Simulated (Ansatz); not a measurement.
# FH6NOSi: the cost of one run

All numbers below are computed with Ansatz 0.2.0 (RKS BLYP-D4/6-31G*).

1 further run of the same task is left out (it didn't finish).

## (1) Starting point

Bond lengths: Si1–O2 2.030 Å, O2–H3 1.010 Å, Si1–H4 1.460 Å, Si1–H5 1.459 Å, Si1–N6 1.819 Å, N6–H7 1.060 Å, N6–H8 1.060 Å, Si1–F9 1.890 Å. Angles: Si1–O2–H3 109.5°, O2–Si1–H4 109.5°, O2–Si1–H5 109.5°, O2–Si1–N6 109.5°, O2–Si1–F9 71.6°, H4–Si1–H5 109.5°, H4–Si1–N6 109.5°, H4–Si1–F9 75.8°, H5–Si1–N6 109.5°, H5–Si1–F9 173.4°, N6–Si1–F9 64.4°, Si1–N6–H7 120.0°, Si1–N6–H8 120.0°, H7–N6–H8 120.0°.

Coordinates:

```xyz
10

Si    0.0000    0.0000    0.0000
O     0.0000    0.0000    2.0300
H    -0.9095   -0.2814    2.3671
H     1.3768    0.0000   -0.4862
H    -0.6877    1.1914   -0.4862
N    -0.8572   -1.4851   -0.6061
H    -1.3922   -2.1014    0.0704
H    -0.8219   -1.7344   -1.6357
F     0.7033   -1.6500    0.5960
H     0.4724   -1.1083    1.6424
```

## (2) A restrained relaxation towards end A

Springs on the bonds that form and break draw the guess towards this end; the thresholds are loose.

Input file input.yaml:

```yaml
crystal:
  periodic: [false, false, false]
  atoms:
    - { symbol: Si, position_ang: [0.0, 0.0, 0.0] }
    - { symbol: O, position_ang: [0.0, 0.0, 2.03] }
    - { symbol: H, position_ang: [-0.9095, -0.2814, 2.3671] }
    - { symbol: H, position_ang: [1.3768, 0.0, -0.4862] }
    - { symbol: H, position_ang: [-0.6877, 1.1914, -0.4862] }
    - { symbol: "N", position_ang: [-0.8572, -1.4851, -0.6061] }
    - { symbol: H, position_ang: [-1.3922, -2.1014, 0.0704] }
    - { symbol: H, position_ang: [-0.8219, -1.7344, -1.6357] }
    - { symbol: F, position_ang: [0.7033, -1.65, 0.596] }
    - { symbol: H, position_ang: [0.4724, -1.1083, 1.6424] }
basis:
  gaussian: { orbitals: "6-31G*" }
hamiltonian:
  xc: blyp
  dispersion: d4
relax:
  f_tol: 0.15
  max_steps: 25
  restrain:
    - { distance: [0, 8], at: 2.79, k: 30.0 }
    - { distance: [9, 1], at: 2.21, k: 30.0 }
    - { distance: [0, 1], at: 1.68, k: 30.0 }
    - { distance: [9, 8], at: 0.92, k: 30.0 }
```

Started as:

```console
$ ansatz run input.yaml --threads 1 --pin off --max-ram 2048MiB --backend cpu --events-out ev --progress --plain --runs-dir out
```

Q: Estimate wall time and peak memory on 1 thread of Intel Xeon Platinum 8259CL at 2.50GHz (Skylake/Cascade Lake), shared host.

About 58 s, with a peak of 0.16 GiB.
